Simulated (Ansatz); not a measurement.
# C₂H₅O₂Si radical: one species, many methods

The task here is to estimate one member of a computed series from the others.

Method: functionals in def2-TZVPP, the program's frozen cores in correlated methods; program: Ansatz 0.2.0, Gaussian basis.

Plan: LDA (SPW92), PBE-D4, revPBE-D4, BLYP-D4, r2SCAN-D4, B97M-V, PBE0-D4, B3LYP-D4, r2SCANh-D4, r2SCAN0-D4, HSE06-D4, BHLYP-D4, CAM-B3LYP-D4, LC-ωPBE, ωB97X-V, ωB97M-V, B2PLYP, PBE-QIDH; CCSD(T)/def2-SVP; CCSD(T)/def2-TZVPP; MP2/def2-QZVPP; extrapolation to the limit; RPA on PBE.

### Structure used throughout

The geometry comes from an earlier relaxation with PBE0-D4 in a triple-zeta def2 set; it is a stationary point, not always the lowest conformer.

10 atoms, charge 0, spin multiplicity 2.

Atoms are counted from 1 here; the program's logs count them from 0.

Bond lengths: C1–C2 1.333 Å, C1–H6 1.087 Å, C1–H7 1.086 Å, C2–Si3 1.850 Å, C2–H8 1.088 Å, Si3–O4 1.648 Å, Si3–O5 1.651 Å, O4–H9 0.962 Å, O5–H10 0.959 Å. Angles: C2–C1–H6 121.6°, C2–C1–H7 122.2°, H6–C1–H7 116.2°, C1–C2–Si3 122.5°, C1–C2–H8 119.1°, Si3–C2–H8 118.3°, C2–Si3–O4 111.6°, C2–Si3–O5 105.5°, O4–Si3–O5 113.2°, Si3–O4–H9 117.2°, Si3–O5–H10 117.0°.

Set-up of the first run:

in.yaml

```yaml
crystal:
  periodic: [false, false, false]
  atoms:
    - {symbol: C, position_ang: [-1.611516, -0.800394, 0.058473]}
    - {symbol: C, position_ang: [-0.499895, -0.609401, -0.651521]}
    - {symbol: Si, position_ang: [0.618787, 0.838474, -0.377482]}
    - {symbol: O, position_ang: [0.425845, 1.478131, 1.128743]}
    - {symbol: O, position_ang: [2.146473, 0.275822, -0.653083]}
    - {symbol: H, position_ang: [-1.895126, -0.127202, 0.862809]}
    - {symbol: H, position_ang: [-2.284532, -1.631599, -0.132060]}
    - {symbol: H, position_ang: [-0.266573, -1.295531, -1.463488]}
    - {symbol: H, position_ang: [0.594565, 0.898917, 1.877611]}
    - {symbol: H, position_ang: [2.855075, 0.921581, -0.647101]}
basis:
  gaussian: {orbitals: def2-TZVPP}
magnetization: {spin_polarized: true, initial_magnetization: 1}
hamiltonian: {xc: lda}
output: {orbitals: {seedname: orbitals}}
```

Command:

```bash
> ansatz run in.yaml --threads 4 --pin off --events-out ev --progress --plain --max-ram 10444MiB
```

Steps of the session up to this table: LDA; PBE-D4 (GGA); revPBE-D4 (GGA); BLYP-D4 (GGA); r2SCAN-D4 (meta-GGA); B97M-V (meta-GGA); PBE0-D4 (hybrid); B3LYP-D4 (hybrid); r2SCANh-D4 (hybrid); r2SCAN0-D4 (hybrid); HSE06-D4 (hybrid); BHLYP-D4 (hybrid); CAM-B3LYP-D4 (range-separated); LC-ωPBE (range-separated); ωB97X-V (range-separated); ωB97M-V (range-separated); B2PLYP (double hybrid); PBE-QIDH (double hybrid).

One table of the session follows, with a row left open; its other results are not shown here.

It belongs to the step «Orbital energies across the functionals». 

| functional | HOMO (eV) | LUMO (eV) | gap (eV) |
| --- | --- | --- | --- |
| LDA (SPW92) | -4.46 | -3.26 | 1.20 |
| PBE-D4 | -4.47 | -2.82 | 1.65 |
| revPBE-D4 | -4.44 | -2.67 | 1.78 |
| BLYP-D4 | -4.29 | -2.87 | 1.42 |
| r2SCAN-D4 | -4.79 | -2.38 | 2.41 |
| B97M-V | -4.46 | -2.98 | 1.49 |
| PBE0-D4 | ? | ? | ? |
| B3LYP-D4 | -5.35 | -2.28 | 3.07 |
| r2SCANh-D4 | -5.21 | -2.06 | 3.15 |
| r2SCAN0-D4 | -5.85 | -1.61 | 4.25 |
| HSE06-D4 | -5.21 | -2.25 | 2.96 |
| BHLYP-D4 | -6.62 | -1.06 | 5.55 |
| CAM-B3LYP-D4 | -6.84 | -1.00 | 5.84 |
| LC-ωPBE | -8.25 | 0.47 | 8.71 |
| ωB97X-V | -7.74 | -0.11 | 7.63 |
| ωB97M-V | -7.35 | -0.28 | 7.07 |

**Question.** Estimate the row for PBE0-D4.

**Answer.** HOMO (eV): -5.61; LUMO (eV): -1.87; gap (eV): 3.74. In the column «HOMO (eV)» it lies between r2SCAN0-D4 (-5.85) and B3LYP-D4 (-5.35).
